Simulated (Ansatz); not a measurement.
# CH5AlFNO: one species, many methods

The task here is to estimate one member of a computed series from the others.

The runs use Ansatz 0.2.0, Gaussian basis; functionals in def2-TZVPP, the program's frozen cores in correlated methods.

Levels to be run: PBE-D4, r2SCAN-D4, PBE0-D4, B3LYP-D4, ωB97X-V, ωB97M-V, B2PLYP; CCSD(T)/def2-TZVPP; MP2/def2-QZVPP; extrapolation to the limit.

## The relaxed structure

The geometry comes from an earlier relaxation with PBE0-D4 in a triple-zeta def2 set; it is a stationary point, not always the lowest conformer.

SMILES `N[CH](F)[AlH][OH]`, 10 atoms, charge 0, spin multiplicity 1.

Atoms are counted from 1 here; the program's logs count them from 0.

Bond lengths: N1–C2 1.408 Å, N1–H6 1.010 Å, N1–H7 1.013 Å, C2–F3 1.441 Å, C2–Al4 1.991 Å, C2–H8 1.095 Å, Al4–O5 1.695 Å, Al4–H9 1.577 Å, O5–H10 0.956 Å. Angles: C2–N1–H6 114.2°, C2–N1–H7 114.3°, H6–N1–H7 109.5°, N1–C2–F3 112.3°, N1–C2–Al4 112.1°, N1–C2–H8 108.0°, F3–C2–Al4 107.5°, F3–C2–H8 104.1°, Al4–C2–H8 112.6°, C2–Al4–O5 118.5°, C2–Al4–H9 124.1°, O5–Al4–H9 117.5°, Al4–O5–H10 123.0°.

Geometry (Å):

| atom | x (Å) | y (Å) | z (Å) |
| --- | --- | --- | --- |
| N1 | 0.8468 | -0.1900 | 1.3195 |
| C2 | 0.6908 | -0.5151 | -0.0411 |
| F3 | 1.5188 | 0.2974 | -0.8958 |
| Al4 | -1.1921 | -0.3014 | -0.6505 |
| O5 | -1.7697 | 1.2625 | -0.9553 |
| H6 | 0.5451 | 0.7432 | 1.5595 |
| H7 | 1.7792 | -0.3479 | 1.6815 |
| H8 | 1.0687 | -1.5317 | -0.1923 |
| H9 | -2.2044 | -1.4975 | -0.8267 |
| H10 | -1.2001 | 2.0294 | -0.9961 |

Set-up of the first run:

Input file in.yaml:

```yaml
crystal:
  periodic: [false, false, false]
  atoms:
    - {symbol: N, position_ang: [0.846813, -0.190042, 1.319536]}
    - {symbol: C, position_ang: [0.690796, -0.515139, -0.041058]}
    - {symbol: F, position_ang: [1.518802, 0.297431, -0.895787]}
    - {symbol: Al, position_ang: [-1.192081, -0.301398, -0.650506]}
    - {symbol: O, position_ang: [-1.769661, 1.262508, -0.955299]}
    - {symbol: H, position_ang: [0.545116, 0.743241, 1.559492]}
    - {symbol: H, position_ang: [1.779204, -0.347854, 1.681519]}
    - {symbol: H, position_ang: [1.068707, -1.531728, -0.192313]}
    - {symbol: H, position_ang: [-2.204390, -1.497526, -0.826714]}
    - {symbol: H, position_ang: [-1.200106, 2.029405, -0.996071]}
basis:
  gaussian: {orbitals: def2-TZVPP}
hamiltonian: {xc: pbe, dispersion: d4}
output: {forces: true, orbitals: {seedname: orbitals}}
```

On the command line:

```console
$ ansatz run in.yaml --threads 4 --pin off --events-out ev --progress --plain --max-ram 10444MiB
```

Steps of the session up to this table: PBE-D4 (GGA); r2SCAN-D4 (meta-GGA); PBE0-D4 (hybrid); B3LYP-D4 (hybrid); ωB97X-V (range-separated); ωB97M-V (range-separated); B2PLYP (double hybrid); CCSD(T) in def2-TZVPP; MP2 in def2-QZVPP.

One of the session's tables, all rows but one given; the rest of the session is left out.

It belongs to the step «Atomisation energies». 

| method | atomisation energy (eV) |
| --- | --- |
| PBE-D4 | 37.474 |
| r2SCAN-D4 | 36.614 |
| PBE0-D4 | 36.409 |
| B3LYP-D4 | 36.610 |
| ωB97X-V | 36.762 |
| ωB97M-V | 36.781 |
| B2PLYP | 36.229 |
| HF/def2-TZVPP | 25.040 |
| MP2/def2-TZVPP | 36.371 |
| CCSD/def2-TZVPP | 34.889 |
| CCSD(T)/def2-TZVPP | 35.509 |
| MP2/CBS | ? |
| CCSD(T)/CBS | 36.700 |

Q: Estimate the row for MP2/CBS from the others.

**Answer.** atomisation energy (eV): 37.563. In the column «atomisation energy (eV)» it is the highest.

Caveats from the session: Free atoms (1 N, 1 C, 1 F, 1 Al, 1 O, 5 H) were run apart at each level; the atomisation energy is their sum less the molecule, without zero-point or spin-orbit terms.
